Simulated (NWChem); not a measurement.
# TiH4O4 (SMILES O[Ti](O)(O)O): M06-2X/def2-SVP, part 2 of 2

NWChem 7.3.0.

**3. The distorted shape: the energy at M06-2X/def2-SVP**

h4o4ti.nw reads:

```
start h4o4ti
title "H4O4Ti"
memory total 2200 mb
geometry noautosym nocenter noautoz
  O     -0.187912     1.902563    -1.909093
  Ti     0.000070     0.000090    -0.000050
  O      1.651710    -0.715310    -0.066120
  O     -1.235630    -1.279200    -0.283830
  O     -0.290490     0.726280     1.622320
  H     -0.876132     2.048123    -2.559273
  H      2.270980    -0.885970     0.644480
  H     -1.123140    -2.176250    -0.600550
  H     -0.334770     1.648010     1.879390
end
basis spherical bse
  O library def2-SVP
  Ti library def2-SVP
  H library def2-SVP
end
dft
  xc m06-2x
  grid fine
  convergence energy 1e-08
  maxiter 100
  mulliken
  print medium
end
task dft energy
```

Command:

```bash
nwchem h4o4ti.nw > h4o4ti.out
```

Standard output:

```text
Northwest Computational Chemistry Package (NWChem) 7.3.0
             --------------------------------------------------------

           Job information
           ---------------

    nwchem branch   = 7.3.0
    use scalapack   = T
    input           = h4o4ti.nw
    prefix          = h4o4ti.
    data base       = ./h4o4ti.db
    status          = startup
    nproc           =        1

           Memory information
           ------------------

    heap     =     72089600 doubles =      550.0 Mbytes
    stack    =     72089597 doubles =      550.0 Mbytes
    global   =    144179200 doubles =     1100.0 Mbytes (distinct from heap & stack)
    total    =    288358397 doubles =     2200.0 Mbytes
    verify   = yes
    hardfail = no

           Directory information
           ---------------------

  0 permanent = .
  0 scratch   = .

                                NWChem Input Module
                                -------------------

                                      H4O4Ti
                                      ------

 Scaling coordinates for geometry "geometry" by  1.889725989
 (inverse scale =  0.529177249)

                             Geometry "geometry" -> ""
                             -------------------------

 Output coordinates in angstroms (scale by  1.889725989 to convert to a.u.)

  No.       Tag          Charge          X              Y              Z
 ---- ---------------- ---------- -------------- -------------- --------------
    1 O                    8.0000    -0.18791200     1.90256300    -1.90909300
    2 Ti                  22.0000     0.00007000     0.00009000    -0.00005000
    3 O                    8.0000     1.65171000    -0.71531000    -0.06612000
[... 5 lines of this table left out ...]
    9 H                    1.0000    -0.33477000     1.64801000     1.87939000

      Atomic Mass
      -----------

      O                 15.994910
      Ti                45.948000
      H                  1.007825

 Effective nuclear repulsion energy (a.u.)     300.3928090589

            Nuclear Dipole moment (a.u.)
            ----------------------------
        X                 Y               Z
 ---------------- ---------------- ----------------
    -1.0584317468    10.7913879722   -10.8297116152

            XYZ format geometry
            -------------------
     9
 geometry
 O                    -0.18791200     1.90256300    -1.90909300
 Ti                    0.00007000     0.00009000    -0.00005000
 O                     1.65171000    -0.71531000    -0.06612000
[... 5 lines of this table left out ...]
 H                    -0.33477000     1.64801000     1.87939000

 ==============================================================================
                                internuclear distances
 ------------------------------------------------------------------------------
       center one      |      center two      | atomic units |  angstroms
 ------------------------------------------------------------------------------
    3 O                |   2 Ti               |     3.40365  |     1.80113
    4 O                |   2 Ti               |     3.40364  |     1.80113
    5 O                |   2 Ti               |     3.40353  |     1.80107
    6 H                |   1 O                |     1.81016  |     0.95790
    7 H                |   3 O                |     1.81017  |     0.95790
    8 H                |   4 O                |     1.81026  |     0.95795
    9 H                |   5 O                |     1.81023  |     0.95793
 ------------------------------------------------------------------------------
                         number of included internuclear distances:          7
 ==============================================================================

 ==============================================================================
                                 internuclear angles
 ------------------------------------------------------------------------------
        center 1       |       center 2       |       center 3       |  degrees
 ------------------------------------------------------------------------------
    3 O                |   2 Ti               |   4 O                |   109.95
    3 O                |   2 Ti               |   5 O                |   109.95
    4 O                |   2 Ti               |   5 O                |   108.52
    2 Ti               |   3 O                |   7 H                |   129.52
    2 Ti               |   4 O                |   8 H                |   129.54
    2 Ti               |   5 O                |   9 H                |   129.58
 ------------------------------------------------------------------------------
                            number of included internuclear angles:          6
 ==============================================================================

                      Basis "ao basis" -> "" (spherical)
                      -----
  [basis functions not shown]

 Summary of "ao basis" -> "" (spherical)
 ------------------------------------------------------------------------------
       Tag                 Description            Shells   Functions and Types
 ---------------- ------------------------------  ------  ---------------------
 O                          def2-SVP                 6       14   3s2p1d
 Ti                         def2-SVP                11       31   5s3p2d1f
 H                          def2-SVP                 3        5   2s1p

                                 NWChem DFT Module
                                 -----------------

                                      H4O4Ti

[... 10 lines left out ...]
  convergence criterion.
[... 1 line left out ...]
  convergence criterion.
[... 15 lines left out ...]
          Convergence on energy requested:  1.00D-08
          Convergence on density requested:  1.00D-05
          Convergence on gradient requested:  5.00D-04
[... 20 lines left out ...]
          Spatial weights used:  Erf1
[... 1 line left out ...]
          Convergence Information
[... 1 line left out ...]
          Convergence aids based upon iterative change in
          total energy or number of iterations.
[... 55 lines left out ...]
   convergence    iter        energy       DeltaE   RMS-Dens  Diis-err    time
[... 13 lines left out ...]
         Total DFT energy =    -1152.331975339860
      One electron energy =    -2176.993973794432
           Coulomb energy =      801.842790485226
    Exchange-Corr. energy =      -77.573601089543
 Nuclear repulsion energy =      300.392809058890
[... 5 lines left out ...]
                       DFT Final Molecular Orbital Analysis
[... 683 lines left out ...]
[... 4 lines of this table left out ...]
              MO Center=  7.3D-01, -4.8D-01,  3.0D-01, r^2= 3.1D+00
   Bfn.  Coefficient  Atom+Function         Bfn.  Coefficient  Atom+Function
  ----- ------------  ---------------      ----- ------------  ---------------
    59      0.540627  3 O  d  2              84     -0.429225  5 O  d -1
    56      0.377584  3 O  d -1              70     -0.373382  4 O  d -1
    55      0.346577  3 O  d -2              57     -0.336368  3 O  d  0
[... 4 lines of this table left out ...]
              MO Center= -9.2D-02,  3.7D-02,  8.5D-01, r^2= 3.2D+00
   Bfn.  Coefficient  Atom+Function         Bfn.  Coefficient  Atom+Function
  ----- ------------  ---------------      ----- ------------  ---------------
    83      0.593297  5 O  d -2              57     -0.381081  3 O  d  0
    86     -0.372681  5 O  d  1              70      0.328581  4 O  d -1
    84     -0.328886  5 O  d -1             105     -0.302627  9 H  px
[... 4 lines of this table left out ...]
              MO Center= -5.2D-01, -5.1D-01,  3.4D-01, r^2= 3.4D+00
   Bfn.  Coefficient  Atom+Function         Bfn.  Coefficient  Atom+Function
  ----- ------------  ---------------      ----- ------------  ---------------
    69      0.676085  4 O  d -2              84     -0.486886  5 O  d -1
   100      0.375158  8 H  px                72     -0.343033  4 O  d  1
    85     -0.330230  5 O  d  0             107      0.312500  9 H  pz
[... 4 lines of this table left out ...]
              MO Center=  1.2D-01,  8.8D-01, -9.2D-01, r^2= 4.7D+00
   Bfn.  Coefficient  Atom+Function         Bfn.  Coefficient  Atom+Function
  ----- ------------  ---------------      ----- ------------  ---------------
    57      0.428879  3 O  d  0              11      0.408948  1 O  d -1
    12     -0.394504  1 O  d  0              14      0.389405  1 O  d  2
    10      0.351844  1 O  d -2              18      0.296944  2 Ti s
[... 4 lines of this table left out ...]
              MO Center= -2.7D-01,  1.9D+00, -2.0D+00, r^2= 6.2D-01
   Bfn.  Coefficient  Atom+Function         Bfn.  Coefficient  Atom+Function
  ----- ------------  ---------------      ----- ------------  ---------------
    12      0.714940  1 O  d  0              10      0.592568  1 O  d -2
    11      0.409170  1 O  d -1              91      0.387734  6 H  py
    92      0.326056  6 H  pz                90     -0.221911  6 H  px
[... 4 lines of this table left out ...]
              MO Center=  5.6D-02,  5.1D-01, -7.5D-01, r^2= 5.1D+00
   Bfn.  Coefficient  Atom+Function         Bfn.  Coefficient  Atom+Function
  ----- ------------  ---------------      ----- ------------  ---------------
    18      0.502509  2 Ti s                 57      0.435040  3 O  d  0
    69     -0.415203  4 O  d -2              11     -0.382103  1 O  d -1
    12      0.383264  1 O  d  0              14     -0.358403  1 O  d  2
[... 4 lines of this table left out ...]
              MO Center=  1.3D-01, -3.8D-01,  5.0D-01, r^2= 4.1D+00
   Bfn.  Coefficient  Atom+Function         Bfn.  Coefficient  Atom+Function
  ----- ------------  ---------------      ----- ------------  ---------------
    93      0.997427  7 H  s                103     -0.988996  9 H  s
    98     -0.938602  8 H  s                 62      0.812319  4 O  s
    48     -0.795420  3 O  s                 76      0.787421  5 O  s
[... 4 lines of this table left out ...]
              MO Center=  8.7D-01, -1.1D-01,  6.9D-01, r^2= 3.2D+00
   Bfn.  Coefficient  Atom+Function         Bfn.  Coefficient  Atom+Function
  ----- ------------  ---------------      ----- ------------  ---------------
    93      1.244197  7 H  s                 48     -1.095850  3 O  s
   103      1.044311  9 H  s                 76     -1.014989  5 O  s
    58      0.803007  3 O  d  1             106     -0.702700  9 H  py
[... 4 lines of this table left out ...]
              MO Center= -7.6D-01, -8.0D-01,  1.8D-01, r^2= 3.2D+00
   Bfn.  Coefficient  Atom+Function         Bfn.  Coefficient  Atom+Function
  ----- ------------  ---------------      ----- ------------  ---------------
    98      1.362507  8 H  s                 62     -1.210283  4 O  s
   101      0.871560  8 H  py                67      0.863033  4 O  py
   103     -0.822959  9 H  s                 73      0.775899  4 O  d  2
[... 4 lines of this table left out ...]
              MO Center= -3.0D-01,  1.9D+00, -2.0D+00, r^2= 8.3D-01
   Bfn.  Coefficient  Atom+Function         Bfn.  Coefficient  Atom+Function
  ----- ------------  ---------------      ----- ------------  ---------------
    88      1.600272  6 H  s                  3     -1.277962  1 O  s
    13      1.070974  1 O  d  1              90      0.809021  6 H  px
     7      0.775633  1 O  px                 9      0.761193  1 O  pz
    92      0.759724  6 H  pz                14     -0.547061  1 O  d  2
    89      0.365813  6 H  s                  4      0.298436  1 O  px

     ---------------------------------------------
      Total Density - Mulliken Population Analysis
     ---------------------------------------------

    Atom       Charge   Shell Charges
 -----------   ------   -------------------------------------------------------
    1 O    8     8.61   1.99  1.05  0.78  2.76  2.03  0.01
    2 Ti  22    20.82   2.00  2.00  2.01  0.28 -0.02  6.00  6.05  0.54  1.12  0.78  0.06
    3 O    8     8.47   1.99  1.06  0.70  2.85  1.86  0.01
[... 5 lines of this table left out ...]
    9 H    1     0.77   0.65  0.05  0.07

     -------------------------------------------
      Total Density - Lowdin Population Analysis
     -------------------------------------------

    Atom       Charge   Shell Charges
 -----------   ------   -------------------------------------------------------
    1 O    8     8.48   1.97  0.91  0.73  2.63  2.22  0.01
    2 Ti  22    21.39   2.00  2.00  1.89  0.30  0.07  5.99  5.82  0.84  1.01  1.32  0.14
    3 O    8     8.16   1.97  0.87  0.60  2.69  2.01  0.01
[... 5 lines of this table left out ...]
    9 H    1     0.89   0.54  0.17  0.19

 center of mass
 --------------
 x =  -0.01753060 y =   0.17891056 z =  -0.17954809

 moments of inertia (a.u.)
 ------------------
         799.436956151000          16.204330432668         -20.508610632352
          16.204330432668         674.870927230122         118.133109119671
         -20.508610632352         118.133109119671         676.777366659494

     Multipole analysis of the density
     ---------------------------------

     L   x y z        total         alpha         beta         nuclear
     -   - - -        -----         -----         ----         -------
     0   0 0 0      0.000000    -29.000000    -29.000000     58.000000

     1   1 0 0      0.260638      0.659535      0.659535     -1.058432
[... 8 lines of this table left out ...]
     2   0 0 2    -31.088125   -125.800524   -125.800524    220.512923

 Task  times  cpu:       66.8s     wall:       66.8s
 Total times  cpu:       66.8s     wall:       66.8s
```

It took 68 s on 1 thread of Intel Xeon Platinum 8259CL at 2.50GHz (Skylake/Cascade Lake), shared host; peak memory 0.12 GiB.

**4. What came out**

This closing draws on all 2 parts.

At M06-2X/def2-SVP:

| quantity | value |
| --- | --- |
| first shape: total energy | -1152.46375 Eh |
| first shape: dipole moment | 0.00 D |
| first shape: HOMO energy | -10.32 eV |
| first shape: LUMO energy | 0.03 eV |
| first shape: HOMO–LUMO gap | 10.35 eV |
| first shape: largest force on an atom | 0.714 eV/Å |
| distorted shape: total energy | -1152.33198 Eh |
| distorted shape: dipole moment | 4.38 D |
| distorted shape: HOMO energy | -7.42 eV |
| distorted shape: LUMO energy | -1.72 eV |
| distorted shape: HOMO–LUMO gap | 5.71 eV |
| energy change with the O1–Ti2 bond stretched from 1.801 to 2.702 Å | 3.586 eV |

With the O1–Ti2 bond stretched from 1.801 to 2.702 Å the energy rises by 3.59 eV (83 kcal/mol). The first shape isn't relaxed at this level, so the change isn't measured from a minimum. The largest force (first shape) is 0.71 eV/Å: the shape isn't a stationary point for this species at this level. Mulliken charges (distorted shape) run from -0.61 on O1 to +1.18 on Ti2.
